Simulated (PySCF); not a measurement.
# RbP+: from the state search to spectroscopic constants

Aim: find the lowest electronic state of RbP+, scan its bond at several levels of theory, and get bond length, wavenumber and dissociation energy from each curve.

The runs use PySCF 2.14.0; Rb def2-SVP with ECP28, P def2-SVP, scalar-relativistic core potentials.

## 1. Set-up

Settings of the job:

```yaml
atoms: Rb, P
charge: 1
basis: Rb def2-SVP with ECP28, P def2-SVP
Hamiltonian: scalar-relativistic core potentials
basis_functions: 42
electrons_treated: 23
masses_in_u: 84.9118, 30.9738
levels: PBE0, PBE, r²SCAN, PW91, B3LYP, PBEsol, ωB97X, HF, MP2, SCS-MP2, CCSD, CCSD(T)
grid: 80 radial by 434 angular points
occupations: held fixed by the projection of orbital angular momentum
dissociation_limit: Rb+ + P, each in its ground configuration
starting_distance_in_angstrom: 3.225
values_of_2S_to_try: 1, 3
```

Launch:

```
$ OMP_NUM_THREADS=1 python dia.py task.json out
```

The runs that follow: The PBE0 curve of the state that the search chose; Excited determinants; PBE; r²SCAN (meta-GGA); PW91 (GGA); B3LYP (global hybrid GGA); PBEsol (GGA); ωB97X; UHF (mean field); MP2 and coupled cluster.

Q: Predict the outcome of this session. Wanted: for each run, Re; ωe; De; μ.

**Answer**, as computed:

Lowest PBE0 solution found, without spin–orbit coupling: ⁴Σ⁻ (quartet), unpaired electrons σ ↑, π ↑↑. State 2 has its PBE0 minimum 0.71 eV higher, as a spin-mixed determinant (⟨S²⟩ = 1.76), so this is no gap between pure states. State 3 has its PBE0 minimum 0.72 eV higher, as a spin-mixed determinant (⟨S²⟩ = 1.76), so this is no gap between pure states. The other levels ran on the lowest alone.

| level | Re (Å) | ωe (cm⁻¹) | De (eV) | μ (D) |
| --- | --- | --- | --- | --- |
| UHF | 3.945 | 54.1 | 0.104 | -4.13 |
| UHF-MP2 | 3.792 | 62.7 | 0.134 | n/a |
| UHF-SCS-MP2 | 3.822 | 60.5 | 0.126 | n/a |
| UHF-CCSD | 3.794 | 62.6 | 0.134 | n/a |
| UHF-CCSD(T) | 3.784 | 63.4 | 0.137 | n/a |
| PBE | 3.729 | 67.6 | 0.178 | -3.57 |
| PBEsol | 3.658 | 71.6 | 0.185 | -3.45 |
| PW91 | 3.714 | 69.1 | 0.191 | -3.53 |
| r²SCAN | 3.774 | 64.3 | 0.134 | -3.80 |
| B3LYP | 3.766 | 65.0 | 0.157 | -3.68 |
| PBE0 | 3.743 | 65.1 | 0.151 | -3.70 |
| ωB97X | 3.654 | 72.8 | 0.114 | -3.66 |

De is counted to Rb+ + P in their ground configurations. A positive dipole points from Rb to P; in an ion it is taken about the centre of mass and does not tell which atom is negative.

**Reading.** The methods spread over 0.290 Å in bond length, from ωB97X to UHF. CCSD(T) can't serve as the judge here: for a weak bond in this basis it is far from its limit. Among the levels with a De in the table, it runs from 0.104 eV (UHF) to 0.191 eV (PW91).

Correlated steps freeze 5 core orbitals. The bond is weak, and basis-set superposition, which was not computed, may be a sizeable part of it. Spin–orbit coupling is left out.
